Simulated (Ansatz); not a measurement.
## CH2OSTe, SMILES OC(=S)[TeH]: a geometry optimisation, step by step

With Ansatz's Python interface.

Contents of `ch2oste.xyz`:
```text
6

O     1.34960   -0.10410   -0.63470
C     0.20720   -0.56070    0.05460
S     0.38760   -1.77100    1.11120
Te   -1.64760    0.26000   -0.25550
H     1.18580    0.68770   -1.32940
H    -1.44050    1.42410    1.00770
```

Run as a notebook:

In [1]:
```python
import itertools
import warnings

import ansatz as az
from ase.data import atomic_numbers, covalent_radii
import numpy as np
import pandas as pd
```

In [2]:
```python
warnings.simplefilter("ignore", az.DeckWarning)
```

In [3]:
```python
molecule = az.Crystal.molecule_from_extxyz("ch2oste.xyz")
```

In [4]:
```python
model = (
    molecule.calculation()
    .basis(gaussian="def2-SVP")
    .functional("b3lyp")
)
symbols = [site.symbol for site in molecule.cartesian_sites]
start = np.array([site.position_ang for site in molecule.cartesian_sites], dtype=float)
def progress(event):
    if event["event"] == "relax_step":
        row = event["data"]
        print(f"step {row['step']:3d}  E = {row['lagrangian_ev']:.6f} eV  largest force component {row['allowed_force_max_ev_ang']:.4f} eV/A")
```

In [5]:
```python
data = model.relax(force_tolerance=0.01, max_steps=100).session().plan().execute(on_event=progress).report
end = np.array(data["positions_ang"])
```
```text
step   1  E = -21240.500425 eV  largest force component 3.6344 eV/A
step   2  E = -21240.941456 eV  largest force component 1.7659 eV/A
step   3  E = -21240.911611 eV  largest force component 2.5088 eV/A
step   4  E = -21241.055340 eV  largest force component 1.3756 eV/A
step   5  E = -21241.103520 eV  largest force component 0.4397 eV/A
step   6  E = -21241.118436 eV  largest force component 0.1068 eV/A
step   7  E = -21241.119930 eV  largest force component 0.0314 eV/A
step   8  E = -21241.120143 eV  largest force component 0.0304 eV/A
step   9  E = -21241.123423 eV  largest force component 0.2694 eV/A
step  10  E = -21241.126003 eV  largest force component 0.1745 eV/A
step  11  E = -21241.133164 eV  largest force component 0.1646 eV/A
step  12  E = -21241.138498 eV  largest force component 0.4364 eV/A
step  13  E = -21241.075786 eV  largest force component 0.8367 eV/A
step  14  E = -21241.156648 eV  largest force component 0.1763 eV/A
step  15  E = -21241.167137 eV  largest force component 0.1088 eV/A
step  16  E = -21241.171481 eV  largest force component 0.0914 eV/A
step  17  E = -21241.179358 eV  largest force component 0.0419 eV/A
step  18  E = -21241.176902 eV  largest force component 0.1217 eV/A
step  19  E = -21241.179851 eV  largest force component 0.0695 eV/A
step  20  E = -21241.181465 eV  largest force component 0.0190 eV/A
step  21  E = -21241.181475 eV  largest force component 0.0140 eV/A
step  22  E = -21241.181452 eV  largest force component 0.0546 eV/A
step  23  E = -21241.181610 eV  largest force component 0.0095 eV/A
step  24  E = -21241.181708 eV  largest force component 0.0280 eV/A
step  25  E = -21241.181729 eV  largest force component 0.0124 eV/A
step  26  E = -21241.181741 eV  largest force component 0.0040 eV/A
```

In [6]:
```python
print("reference energy %16.6f eV" % data["reference_energy_ev"])
print("total energy     %16.6f eV" % data["free_energy_ev"])
print("occupied orbitals outside the frozen core (up, down):", data["n_occupied"], " frozen:", data["n_frozen"], " virtual:", data["n_virtual"])
```
```text
reference energy    -21241.181939 eV
total energy        -21241.181939 eV
occupied orbitals outside the frozen core (up, down): [28, 28]  frozen: 0  virtual: [54, 54]
```

In [7]:
```python
radius = [covalent_radii[atomic_numbers[s]] for s in symbols]
span = lambda where, i, j: np.linalg.norm(where[i] - where[j])
bonded = [(i, j) for i, j in itertools.combinations(range(len(symbols)), 2) if min(span(start, i, j), span(end, i, j)) < 1.2 * (radius[i] + radius[j])]
print("pair        before    after (A)")
for i, j in bonded:
    print(f"{symbols[i]}{i}-{symbols[j]}{j}".ljust(10), f"{span(start, i, j):8.4f} {span(end, i, j):8.4f}")

charges = data["charge_distribution"]
table = pd.DataFrame({"atom": symbols, "mulliken": charges["mulliken_charges_e"], "lowdin": charges["lowdin_charges_e"]})
print(table.round(3).to_string())
print("dipole (e A):", np.round(charges["dipole_moment_e_ang"], 4) + 0.0)
with open("ch2oste_opt.xyz", "w") as handle:
    handle.write(f"{len(symbols)}\nrelaxed CH2OSTe\n")
    handle.writelines(f"{s:2s} {x:11.6f} {y:11.6f} {z:11.6f}\n" for s, (x, y, z) in zip(symbols, end))
```
```text
pair        before    after (A)
O0-C1        1.4102   1.3370
O0-H4        1.0660   0.9707
C1-S2        1.6167   1.6172
C1-Te3       2.0518   2.2036
Te3-H5       1.7302   1.6639
  atom  mulliken  lowdin
0    O    -0.124   0.199
1    C    -0.068  -0.430
2    S    -0.111   0.105
3   Te     0.090   0.184
4    H     0.186  -0.018
5    H     0.026  -0.041
dipole (e A): [-0.1673  0.4701 -0.3707]
```

File `ch2oste_opt.xyz` afterwards:
```text
6
relaxed CH2OSTe
O     1.307743   -0.328515   -0.867349
C     0.357450   -0.418115    0.068923
S     0.448111   -1.452049    1.309107
Te   -1.325987    0.949780   -0.319453
H     1.159969    0.420690   -1.466591
H    -1.905186    0.764209    1.229262
```

Caveats:
- Total energies depend on the basis set; only differences at equal settings carry meaning.
- The end point is the stationary point reached from this start; no frequency run checks that it is a minimum, and the basis set is modest.
- def2 sets replace the cores of elements past krypton by effective core potentials.
- The Löwdin charges here are taken after orthogonalising the functions within each atom; they differ from plain Löwdin charges, and their signs can be unphysical.
- b3lyp holds the VWN-RPA fit, as in Gaussian; the form of ORCA and Turbomole is b3lyp5.
- Hardware and time: 60 s on 1 thread of Intel(R) Xeon(R) 6975P-C (Granite Rapids), on a shared host, peak memory 0.29 GiB.

(Lines on the test bed's own set-up are left out of the output.)
